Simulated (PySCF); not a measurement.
**AsH₂: doublet, from a linear start**

The task is one start of a wider search on AsH₂: the doublet, from a linear start. It is relaxed, tested by its Hessian and followed downhill if it is a saddle.

Computed with PySCF 2.14.0. Level: PBE, basis As def2-TZVP, H def2-TZVP, no relativity, density fitting.

## 1. The starting structure

3 atoms, charge 0, spin multiplicity 2.

Bond lengths: As1–H2 1.530 Å, As1–H3 1.530 Å. Angles: H2–As1–H3 180.0°.

Z-matrix (Å, degrees; charge 0 multiplicity 2):
```
As
H  1 1.5300
H  1 1.5300 2 180.00
```

## 2. Finding the electronic state

The steps below are one call of a driver around PySCF. For each, scf.py gives the equivalent set-up of the SCF; relaxations use the driver's own optimiser. After this first run the driver tries any further starts and a stability analysis.

The input, scf.py:

```python
from pyscf import gto, scf, dft
mol = gto.M(atom='''
As     0.000000     0.000000     0.000000
H      0.000000     0.000000     1.530000
H      0.000000     0.000000    -1.530000''',
    basis={'As': 'def2-TZVP', 'H': 'def2-TZVP'},
    charge=0, spin=1)
mf = dft.UKS(mol, xc='PBE')
mf.grids.atom_grid = (50, 194)
aux = {'As': 'def2-universal-JKFIT', 'H': 'def2-universal-JKFIT'}
mf = mf.density_fit(auxbasis=aux)
mf.conv_tol = 1e-08
mf.diis_space = 10
mf.max_cycle = 60
mf.init_guess = 'minao'
mf.verbose = 4
mf.kernel()
```

Started as:

```
$ OMP_NUM_THREADS=2 python axn.py task.json out
```

Output:

```text
init E= -2235.8510995
[... the frontier-level lines of each cycle are left out ...]
cycle= 1 E= -2236.5501691164  delta_E= -0.699  |g|= 0.352  |ddm|= 1.04
cycle= 2 E= -2236.34800236536  delta_E= 0.202  |g|= 0.398  |ddm|= 2.57
cycle= 3 E= -2236.53827558729  delta_E= -0.19  |g|= 0.232  |ddm|= 2.56
cycle= 4 E= -2236.56794837741  delta_E= -0.0297  |g|= 0.0793  |ddm|= 0.184
cycle= 5 E= -2236.57313959747  delta_E= -0.00519  |g|= 0.0247  |ddm|= 0.084
cycle= 6 E= -2236.57347713778  delta_E= -0.000338  |g|= 0.00163  |ddm|= 0.0349
cycle= 7 E= -2236.57347903788  delta_E= -1.9e-06  |g|= 0.000242  |ddm|= 0.00215
cycle= 8 E= -2236.57347908436  delta_E= -4.65e-08  |g|= 2.1e-05  |ddm|= 0.000369
cycle= 9 E= -2236.57347908498  delta_E= -6.15e-10  |g|= 2.68e-06  |ddm|= 6.05e-05
Extra cycle  E= -2236.57347908499  delta_E= -1.14e-11  |g|= 3.1e-06  |ddm|= 1.7e-05
converged SCF energy = -2236.57347908499  <S^2> = 0.75385897  2S+1 = 2.0038553
```

This step, with its further starts and checks, took 3.4 s on 2 threads of Arm Neoverse V1, shared host.

The first run landed in a state that is too high. Following the other starts and the instabilities gains 1.5 kJ/mol (-2236.57403 Eh), and the work goes on from there.

## 3. Relaxation: linear start, doublet

The program finds D∞h symmetry in the start, which this walk keeps. The walk stops when the largest gradient is under 0.0003 Eh/bohr and the energy has settled too.

Changes to scf.py since step 2:

```diff
@@ -15 +14,0 @@
-mf.init_guess = 'minao'
```

The optimiser's trace:

| step | energy (Eh) | change (kJ/mol) | largest symmetric gradient (Eh/bohr) |
| --- | --- | --- | --- |
| 0 | -2236.574033 | 0.00 | 0.01386 |
| 1 | -2236.575490 | -3.83 | 0.01185 |
| 2 | -2236.576166 | -5.60 | 0.00637 |
| 3 | -2236.576342 | -6.06 | 0.00089 |
| 4 | -2236.576346 | -6.07 | 0.00003 |

The walk took 5 s.

It settles in D∞h symmetry, 6.1 kJ/mol below the start, after 4 steps: As–H 1.466 Å (×2); H–As–H 180.0°.

## 4. Frequencies

On the finer grid the gradient is checked again; gradients at displacements of ±0.02 bohr then give force constants and infrared intensities.

Changes to scf.py since step 3:

```diff
@@ -3,3 +3,3 @@
-As     0.000000     0.000000     0.000000
-H      0.000000     0.000000     1.530000
-H      0.000000     0.000000    -1.530000''',
+As    -0.000000     0.000000     0.000000
+H     -0.000000    -0.000000     1.465674
+H      0.000000     0.000000    -1.465674''',
@@ -9 +9 @@
-mf.grids.atom_grid = (50, 194)
+mf.grids.atom_grid = (75, 302)
@@ -12 +12 @@
-mf.conv_tol = 1e-08
+mf.conv_tol = 1e-10
```

The driver hands on the density of the step before, so the log starts near convergence.

Log of the central SCF (cycles and frontier levels):

```text
init E= -2236.57630326626
[... the frontier-level lines of each cycle are left out ...]
cycle= 1 E= -2236.57630326625  delta_E= 8.64e-12  |g|= 3.49e-06  |ddm|= 1.72e-05
Extra cycle  E= -2236.57630326618  delta_E= 7.19e-11  |g|= 8.94e-06  |ddm|= 4.38e-05
converged SCF energy = -2236.57630326618  <S^2> = 0.75357523  2S+1 = 2.003572
```

The whole step took 52 s.

Geometry: D∞h; As–H 1.466 Å (×2); H–As–H 180.0°.

Harmonic modes (main isotopes):

```
ω (cm⁻¹)  IR (km/mol)  μ (u)
   1803i          489   1.03
   1773i          461   1.03
    2375          0.0   1.01
    2509          122   1.03
```

2 modes are imaginary, the largest at 1803i cm⁻¹: a saddle point, not a minimum.

Here the density breaks the symmetry of the frame, and no labels are given; pairs that should be degenerate can split.

Constants and moments:

```yaml
Dipole_moment: 0.00 D
Highest_occupied_level: -4.43 eV
Lowest_empty_level: -4.14 eV
Rotational_constants: 3.893 cm⁻¹
Zero-point_energy_real_modes: 29.2 kJ/mol
Principal_polarisabilities: 26.5, 30.9, 34.4 bohr³
Atomisation_energy_without_zero-point_energy: 280 kJ/mol
Principal_traceless_quadrupole_moments_about_the_centre_of_mass: -6.67, -0.69, 7.36 D Å
Spin_squared_⟨S²⟩: 0.754
```

Populations by atom (charges in e):

```json
{"atom": "As1", "Mulliken": "-0.44", "Löwdin": "-0.10", "polar tensor": "-0.82", "spin (Mulliken)": "1.07", "Mayer order to As1": "–"}
{"atom": "H2,3", "Mulliken": "0.22", "Löwdin": "0.05", "polar tensor": "0.41", "spin (Mulliken)": "-0.03", "Mayer order to As1": "0.87"}
```

Outer orbital energies (eV). α occupied: -41.35, -41.15, -41.01, -41.01, -15.85, -11.47, -5.77, -4.76; empty: -3.67, 2.36, 2.73, 4.05. β occupied: -41.29, -41.22, -41.02, -40.99, -40.95, -15.27, -11.35, -4.43; empty: -4.14, -3.37, 2.45, 3.01.

Mulliken populations on As1: s 7.52, p 15.89, d 10.01, f 0.02.

## 5. Downhill along the imaginary mode

The start is the last point, displaced along its most imaginary mode.

The program finds C2v symmetry in the start, which this walk keeps.

Changes to scf.py since step 4:

```diff
@@ -3,3 +3,3 @@
-As    -0.000000     0.000000     0.000000
-H     -0.000000    -0.000000     1.465674
-H      0.000000     0.000000    -1.465674''',
+As    -0.002217     0.002347     0.000000
+H      0.082394    -0.087243     1.465674
+H      0.082394    -0.087243    -1.465674''',
@@ -9 +9 @@
-mf.grids.atom_grid = (75, 302)
+mf.grids.atom_grid = (50, 194)
@@ -12 +12 @@
-mf.conv_tol = 1e-10
+mf.conv_tol = 1e-08
```

Energy and gradient, step by step:

| step | energy (Eh) | change (kJ/mol) | largest symmetric gradient (Eh/bohr) |
| --- | --- | --- | --- |
| 0 | -2236.582543 | 0.00 | 0.03719 |
| 1 | -2236.627024 | -116.78 | 0.06205 |
| 2 | -2236.670338 | -230.50 | 0.03029 |
| 3 | -2236.680213 | -256.43 | 0.03041 |
| 4 | -2236.689174 | -279.96 | 0.01992 |
| 5 | -2236.693782 | -292.06 | 0.00299 |
| 6 | -2236.693824 | -292.17 | 0.00036 |
| 7 | -2236.693825 | -292.17 | 0.00001 |

The walk took 7.5 s.

Geometry (Å) and forces (eV/Å) at some steps:

```
step 0
As  -0.002   0.002   0.000  -1.806   1.912   0.000
H    0.082  -0.087   1.466   0.903  -0.956   0.082
H    0.082  -0.087  -1.466   0.903  -0.956  -0.082
step 1
As  -0.139   0.147   0.000  -3.013   3.191   0.000
H    0.151  -0.160   1.446   1.506  -1.595  -0.098
H    0.151  -0.160  -1.446   1.506  -1.595   0.098
step 4
As  -0.432   0.458   0.000   0.601  -0.634   0.000
H    0.297  -0.315   1.220  -0.301   0.317  -1.024
H    0.297  -0.315  -1.220  -0.301   0.317   1.024
step 7
As  -0.445   0.471   0.000   0.001   0.001   0.000
H    0.304  -0.321   1.089  -0.001   0.000   0.000
H    0.304  -0.321  -1.089  -0.001   0.000   0.000
```

It settles in C2v symmetry, 292.2 kJ/mol below the start, after 7 steps: As–H 1.541 Å (×2); H–As–H 90.0°.

## 6. Vibrations and properties at this point

The same treatment as at the point before.

Changes to scf.py since step 5:

```diff
@@ -3,3 +3,3 @@
-As    -0.002217     0.002347     0.000000
-H      0.082394    -0.087243     1.465674
-H      0.082394    -0.087243    -1.465674''',
+As    -0.019603     0.020756    -0.000000
+H      0.728639    -0.771517     1.089237
+H      0.728639    -0.771517    -1.089237''',
@@ -9 +9 @@
-mf.grids.atom_grid = (50, 194)
+mf.grids.atom_grid = (75, 302)
@@ -12 +12 @@
-mf.conv_tol = 1e-08
+mf.conv_tol = 1e-10
```

Log of the central SCF (cycles and frontier levels):

```text
init E= -2236.69378368825
[... the frontier-level lines of each cycle are left out ...]
cycle= 1 E= -2236.69378368824  delta_E= 6.37e-12  |g|= 3.21e-07  |ddm|= 6.48e-07
Extra cycle  E= -2236.69378368824  delta_E= 2.73e-12  |g|= 4.63e-07  |ddm|= 8.76e-07
converged SCF energy = -2236.69378368824  <S^2> = 0.75343078  2S+1 = 2.0034278
```

The whole step took 11 s on 2 threads of Arm Neoverse V1, shared host.

Geometry: C2v; As–H 1.541 Å (×2); H–As–H 90.0°.

Harmonic modes (main isotopes):

| symmetry | ω (cm⁻¹) | IR (km/mol) |
| --- | --- | --- |
| a1 | 967 | 13.9 |
| a1 | 2109 | 92.8 |
| b2 | 2123 | 106 |

All wavenumbers are real: a minimum.

Constants and moments:

| Item | Value |
| --- | --- |
| Dipole moment | 0.21 D |
| Highest occupied level | -5.68 eV |
| Lowest empty level | -4.08 eV |
| Rotational constants | 7.232, 7.049, 3.57 cm⁻¹ |
| Zero-point energy | 31.1 kJ/mol |
| Principal polarisabilities | 24.3, 32.8, 33.0 bohr³ |
| Atomisation energy without zero-point energy | 589 kJ/mol |
| Principal traceless quadrupole moments about the centre of mass | -0.69, -0.34, 1.03 D Å |
| Entropy at 298.15 K and 1 bar (electronic part: spin only) | 225.6 J/(mol K) |
| Heat capacity Cp at 298.15 K | 35.1 J/(mol K) |
| Enthalpy at 298.15 K above 0 K | 10.03 kJ/mol |
| Rotational symmetry number | 2 |
| Spin squared ⟨S²⟩ | 0.753 |

Charges (e) and bond orders:

```csv
atom,Mulliken,Löwdin,polar tensor,spin (Mulliken),Mayer order to As1
As1,-0.12,0.07,0.23,1.07,–
"H2,3",0.06,-0.03,-0.11,-0.04,0.97
```

Outer orbital energies (eV). α occupied: -41.22, -41.15, -41.10, -41.06, -15.50, -8.93, -7.45, -5.68; empty: -0.38, 0.04, 3.84, 4.81. β occupied: -41.10, -41.09, -41.08, -41.02, -41.02, -14.88, -8.77, -7.15; empty: -4.08, -0.20, 0.28, 4.65.

Mulliken populations on As1: s 7.89, p 15.15, d 10.08, f 0.01.

## 7. All stationary points

| spin | group | bonds | imaginary modes (cm⁻¹) | ΔE (kJ/mol) | with zero-point energy |
| --- | --- | --- | --- | --- | --- |
| doublet | C2v | As–H 1.541 Å (×2) | none | 0.0 | 0.0 |
| doublet | D∞h (density of lower symmetry) | As–H 1.466 Å (×2) | 1803i, 1773i | 308.4 | – |

## 8. Summary of results

| quantity | value |
| --- | --- |
| minimum | doublet, C2v |
| geometry | As–H 1.541 Å (×2); H–As–H 90.0° |
| wavenumbers (cm⁻¹) | 967 (a1), 2109 (a1), 2123 (b2) |
| dipole moment | 0.21 D |
| highest occupied, lowest empty level (either spin) | -5.68, -4.08 eV |
| polar-tensor charge of As1 | +0.23 e |
| zero-point energy | 31.1 kJ/mol |
| entropy at 298.15 K | 225.6 J/(mol K) |
| atomisation energy (no zero-point energy) | 589 kJ/mol |
| ⟨S²⟩ | 0.753 |

In words: The linear start (D∞h) ends in a minimum of C2v symmetry, after a stop at a second-order saddle point 308.4 kJ/mol higher, from which it was pushed off along an imaginary mode. In the infrared the band at 2123 cm⁻¹ (b2, stretch) leads. Most of the spin sits on As1 (Mulliken spin 1.07, against 1 for the whole molecule). The first SCF alone would have been 1 kJ/mol too high. Only this shape and spin were tried, so other structures or states may lie lower.

The search up to here took 79 s.
